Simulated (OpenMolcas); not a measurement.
# singlet CH3F2Si−: levels of theory compared

Wanted: a comparison of 6 runs (HF/3-21G, B3LYP/6-31G*, M06-2X/6-311+G**, PBE/6-311+G**, PBE0/6-311+G**, TPSS/6-311+G**) of singlet CH3F2Si−. 

Program for the calculation: OpenMolcas 26.06.

## Step 1: The system as given

CH3F2Si−: 7 atoms, total charge -1, spin state singlet. SMILES of the parent species: `C[Si](F)F`. Geometry: relaxed at PBE0-D4/def2-TZVP. That shape belongs to the parent species and isn't relaxed for this state.

Bond lengths: C1–Si2 1.860 Å, Si2–F3 1.598 Å, Si2–F4 1.598 Å, C1–H5 1.091 Å, C1–H6 1.091 Å, C1–H7 1.094 Å. Angles: C1–Si2–F3 108.7°, C1–Si2–F4 108.7°, F3–Si2–F4 106.1°, Si2–C1–H5 110.5°, Si2–C1–H6 110.5°, Si2–C1–H7 108.7°, H5–C1–H6 109.0°, H5–C1–H7 109.0°, H6–C1–H7 109.0°.

## Step 2: A single-point energy at HF/3-21G (run 1)

Input file job.inp:

```
>>> EXPORT MOLCAS_PRINT=2
&GATEWAY
BasLib = $CurrDir
Coord
7
angstrom
C       -0.274200       0.729000      -0.218000
Si       0.785100      -0.790400      -0.045500
F        1.077400      -1.037600       1.505800
F       -0.050900      -2.056800      -0.546000
H       -0.539200       0.893800      -1.263500
H        0.252700       1.607700       0.157300
H       -1.189800       0.586300       0.364200
Basis = 3-21G
Group = NoSym
&SEWARD
&SCF
Charge = -1
Thresholds = 1e-10 1e-07 1e-07 1e-05
PrOrbitals = 0
```

The basis set 3-21G is read from a file made from the Basis Set Exchange's data (not shown).

Started as:

```
export MOLCAS_MEM=1860
pymolcas job.inp > job.log
```

The program printed:

```text
--- Start Module: gateway ---
[...]
--- Stop Module: gateway /rc=_RC_ALL_IS_WELL_ ---
--- Start Module: seward ---
[...]
      Basis functions           46
--- Stop Module: seward /rc=_RC_ALL_IS_WELL_ ---
--- Start Module: scf ---
[...]
       Convergence after  16 Iterations
[...]
::    Total SCF energy                               -524.6822201890
[...]
      Total spin, S                                     0.0000000000
[...]
      Total electronic charge=   42.000000
      Total            charge=   -1.000000
[...]
      Dipole Moment (debye):
      Origin of the operator (angstrom)=    0.4530   -0.8524    0.1679
                   X= -2.7539E+00               Y=  7.6510E-01               Z=  1.1346E+00           Total=  3.0752E+00
      Center of Charge (angstrom)
[...]
--- Stop Module: scf /rc=_RC_ALL_IS_WELL_ ---
[...]
```

It took 2 s on 1 thread of Intel Xeon Platinum 8375C at 2.90GHz (Ice Lake), shared host; peak memory 0.38 GiB.

## Step 3: The energy at B3LYP/6-31G(d) (spherical functions) (run 2)

Input file test.inp:

```
* CH3F2Si Kohn-Sham DFT
>>> EXPORT MOLCAS_PRINT=2
&GATEWAY
BasLib=$CurrDir
Coord
7
angstrom
C       -0.274200       0.729000      -0.218000
Si       0.785100      -0.790400      -0.045500
F        1.077400      -1.037600       1.505800
F       -0.050900      -2.056800      -0.546000
H       -0.539200       0.893800      -1.263500
H        0.252700       1.607700       0.157300
H       -1.189800       0.586300       0.364200
Basis=6-31Gs
Group=NoSym
&SEWARD
GridInput
Grid=UltraFine
End of Grid
&SCF
Charge=-1
KSDFT=B3LYP
Thresholds=1e-10 1e-07 1e-07 1e-05
PrOrbitals=1
```

The basis set 6-31G* is read from a file made from the Basis Set Exchange's data (not shown).

Started as:

```
export MOLCAS_MEM=1860
pymolcas test.inp > test.log
```

The program printed:

```text
--- Start Module: gateway ---
[...]
--- Stop Module: gateway /rc=_RC_ALL_IS_WELL_ ---
--- Start Module: seward ---
[...]
      Basis functions           66
--- Stop Module: seward /rc=_RC_ALL_IS_WELL_ ---
[...]
--- Start Module: scf ---
[...]
       Convergence after  16 Iterations
[...]
::    Total KS-DFT energy                            -529.1671558029
[...]
      Total spin, S                                     0.0000000000
[...]
      Total electronic charge=   42.000000
      Total            charge=   -1.000000
[...]
      Dipole Moment (debye):
      Origin of the operator (angstrom)=    0.4530   -0.8524    0.1679
                   X= -2.9963E+00               Y=  3.1611E-01               Z=  1.4909E+00           Total=  3.3616E+00
      Center of Charge (angstrom)
[...]
--- Stop Module: scf /rc=_RC_ALL_IS_WELL_ ---
[...]
```

Wall time 14 s (1 thread of Intel Xeon Platinum 8375C at 2.90GHz (Ice Lake), shared host); peak memory 0.41 GiB.

Runs 3 to 5 aren't shown in full; the table further down has their settings and results.

## Step 4: A single-point energy at TPSS/6-311+G(d,p) (run 6)

Input file mol.input:

```
* CH3F2Si Kohn-Sham DFT
>>> EXPORT MOLCAS_PRINT=2

&GATEWAY
  BasLib = $CurrDir
  Coord
  7
  angstrom
  C       -0.274200       0.729000      -0.218000
  Si       0.785100      -0.790400      -0.045500
  F        1.077400      -1.037600       1.505800
  F       -0.050900      -2.056800      -0.546000
  H       -0.539200       0.893800      -1.263500
  H        0.252700       1.607700       0.157300
  H       -1.189800       0.586300       0.364200
  Basis = 6-311pGss
  Group = NoSym

&SEWARD
  GridInput
  Grid=UltraFine
  End of Grid

&SCF
  Charge = -1
  KSDFT = 2
  1.0 MGGA_X_TPSS
  1.0 MGGA_C_TPSS
  Thresholds = 1e-10 1e-07 1e-07 1e-05
  PrOrbitals = 1 2
```

The basis set 6-311+G** is read from a file made from the Basis Set Exchange's data (not shown).

Started as:

```
export MOLCAS_MEM=1860
pymolcas mol.input > mol.log
```

The program printed:

```text
--- Start Module: gateway ---
[...]
--- Stop Module: gateway /rc=_RC_ALL_IS_WELL_ ---
--- Start Module: seward ---
[...]
      Basis functions          114
--- Stop Module: seward /rc=_RC_ALL_IS_WELL_ ---
[...]
--- Start Module: scf ---
[...]
       Convergence after  21 Iterations
[...]
::    Total KS-DFT energy                            -529.3245301903
[...]
      Total spin, S                                     0.0000000000
[...]
      Total electronic charge=   42.000000
      Total            charge=   -1.000000
[...]
      Dipole Moment (debye):
      Origin of the operator (angstrom)=    0.4530   -0.8524    0.1679
                   X= -2.9727E+00               Y= -1.1336E-01               Z=  1.6917E+00           Total=  3.4222E+00
      Center of Charge (angstrom)
[...]
--- Stop Module: scf /rc=_RC_ALL_IS_WELL_ ---
[...]
```

Wall time 60 s (1 thread of Intel Xeon Platinum 8375C at 2.90GHz (Ice Lake), shared host); peak memory 0.69 GiB.

## Step 5: The series

```csv
run,level,integration grid,energy (Eh),HOMO energy (eV),LUMO energy (eV),HOMO–LUMO gap (eV),wall time
1,HF/3-21G,–,-524.682220,-0.19,11.89,12.08,2 s
2,B3LYP/6-31G* (spherical functions),UltraFine,-529.167156,2.37,7.36,4.99,14 s
3,M06-2X/6-311+G**,UltraFine,-529.180276,0.03,4.08,4.05,56 s
4,PBE/6-311+G**,UltraFine,-528.893697,1.49,3.20,1.71,45 s
5,PBE0/6-311+G**,UltraFine,-528.922180,0.79,3.70,2.90,37 s
6,TPSS/6-311+G**,UltraFine,-529.324530,1.53,3.37,1.84,60 s
```

## Step 6: Outcome

| quantity | value |
| --- | --- |
| run 6: total energy | -529.32453 Eh |
| run 6: HOMO energy | 1.53 eV |
| run 6: LUMO energy | 3.37 eV |
| run 6: HOMO–LUMO gap (to an unbound level, set by the basis) | 1.84 eV |

**Reading.** The HOMO–LUMO gap runs from 1.71 eV (PBE/6-311+G**) to 12.08 eV (HF/3-21G). The two ends differ in method and basis. The empty levels of an anion lie above zero and hang on the basis. Totals of different functionals can't be ranked against each other. In runs 2, 3, 4, 5, 6 the HOMO lies above zero, so the outermost electron may be held by the basis alone. All runs together took 3.6 min, the longest 60 s.
